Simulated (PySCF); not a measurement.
**Towards the basis-set limit for AsO+**

The task here is to estimate one member of a computed series from the others.

Computed with PySCF 2.14.0. Level: CCSD(T) on RHF, scalar-relativistic core potentials.

Set-up of the first run:

| Item | Value |
| --- | --- |
| molecule | AsO+ |
| state | singlet, unpaired electrons none |
| smaller basis | As cc-pwCVDZ-PP with ECP10, O aug-cc-pVDZ |
| larger basis | As cc-pwCVTZ-PP with ECP10, O aug-cc-pVTZ |
| frozen core orbitals | 5 |
| extrapolation | correlation as n⁻³ (n = 2, 3), Hartree–Fock as (n+1)·exp(−9√n) |
| corrections | core–valence correlation |
| distances (Å) | 1.3759, 1.4385, 1.5010, 1.5636, 1.6261, 1.7043, 1.7825 |
| masses (u) | 74.9216, 15.9949 |
| dissociation limit | As+ + O |

On the command line:

```
> OMP_NUM_THREADS=4 python comp.py task.json out
```

One of the session's tables, all rows but one given; the rest of the session is left out.

Parts of the energy along the bond, in eV from As+ + O:

```
 R (Å)  HF/CBS  CCSD corr.      (T)  core–valence
1.3759  -1.420      -3.193  -0.3816       -0.0189
1.4385       ?           ?        ?             ?
1.5010  -2.510      -3.474  -0.4938       -0.0110
1.5636  -2.421      -3.643  -0.5621       -0.0082
1.6261  -2.072      -3.825  -0.6388       -0.0061
1.7043  -1.390      -4.064  -0.7475       -0.0044
1.7825  -0.543      -4.308  -0.8713       -0.0034
```

Q: Estimate the row for R (Å) = 1.4385 from the others.

Worked estimate for «HF/CBS». A straight line through the neighbours (1.3759, -1.420) and (1.5010, -2.510) gives -1.420 + (-2.510 + 1.420) × (1.4385 − 1.3759) / (1.5010 − 1.3759) = -1.965; a parabola fitted to 3 rows on both sides gives -2.177.

**Answer.** HF/CBS: -2.226; CCSD corr.: -3.322; (T): -0.4339; core–valence: -0.0145. In «HF/CBS» the line misses by +0.261 and the parabola by +0.049.

Caveats from the session: An extrapolation from double and triple zeta is rough, so this isn't yet the limit.
